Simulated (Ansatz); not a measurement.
**Si100C100, 200 atoms: a scaling test**

Wanted: the time that a single point at PBE takes for Si100C100, and how the time changes with the share of the machine.

Program: Ansatz 0.2.0 (single point, PBE, plane waves PAW). Host: AMD EPYC 7R13 (Zen 3), 96 cores, 96 hardware threads, 1656 GiB, 8 × H100 80GB HBM3, 81559 MiB; it was booked for these runs alone, one at a time. Each run is timed once from launch to exit, start-up included.

### Step 1. What is computed

The cell holds 200 atoms in 2064 Å³, 5×5×4 copies of a database cell, with the atoms displaced at random so that no symmetry is left.

### Step 2. Baseline

input.yaml reads:

```yaml
crystal:
  lattice:
    - [0.000000, 10.884985, 10.884985]
    - [10.884985, 0.000000, 10.884985]
    - [8.707988, 8.707988, 0.000000]
  atoms:
    - { symbol: Si, position: [0.056076, 0.048278, 0.063783] }
    - { symbol: C, position: [0.000381, 0.002170, -0.004554] }
    - { symbol: Si, position: [0.048922, 0.048047, 0.309010] }
    - { symbol: C, position: [-0.002193, -0.001332, 0.249068] }
    - { symbol: Si, position: [0.047644, 0.051097, 0.560722] }
    - { symbol: C, position: [-0.008309, 0.003094, 0.498727] }
    - { symbol: Si, position: [0.048068, 0.050697, 0.813247] }
    - { symbol: C, position: [0.000137, -0.002220, 0.750622] }
    - { symbol: Si, position: [0.046005, 0.253751, 0.058389] }
    - { symbol: C, position: [-0.000537, 0.200050, 0.000711] }
    - { symbol: Si, position: [0.049359, 0.251255, 0.300694] }
    - { symbol: C, position: [-0.000608, 0.199248, 0.248169] }
# [... 184 more atoms ...]
    - { symbol: Si, position: [0.846983, 0.846966, 0.561419] }
    - { symbol: C, position: [0.797179, 0.804270, 0.501653] }
    - { symbol: Si, position: [0.852188, 0.845575, 0.811761] }
    - { symbol: C, position: [0.799581, 0.800415, 0.751466] }
kpoints:
  mp_grid: { grid: [1, 1, 1] }
hamiltonian:
  xc: pbe
  pseudopotentials: { azcp: { folder: soft_1 } }
scf:
  occupations: { method: fixed }
output: { forces: true }
```

Command:

```console
$ ansatz run input.yaml --backend cuda --devices 0,1,2,3,4,5,6,7 --events-out ev --progress --plain --runs-dir out
```

### Step 3. On 1 GPU, 48 threads

input.yaml is that of step 2.

(Steps that only read results are left out.)

**Question.** How long do these runs take on this host, and what pays? Wanted: reference; fastest over GPUs; speed-up from 1 to 5 GPUs.

As calculated:

| quantity | value |
| --- | --- |
| reference | 6.1 s on 5 GPUs, 48 threads |
| fastest over GPUs | 2.2 s on 1 |
| speed-up from 1 to 5 GPUs | 0.36 (7 % efficient) |

**Reading.** 5 GPUs are no faster than 1: the job is too small for them. At a few seconds, start-up and serial parts weigh heavily. The figures hold for this build, input and host.
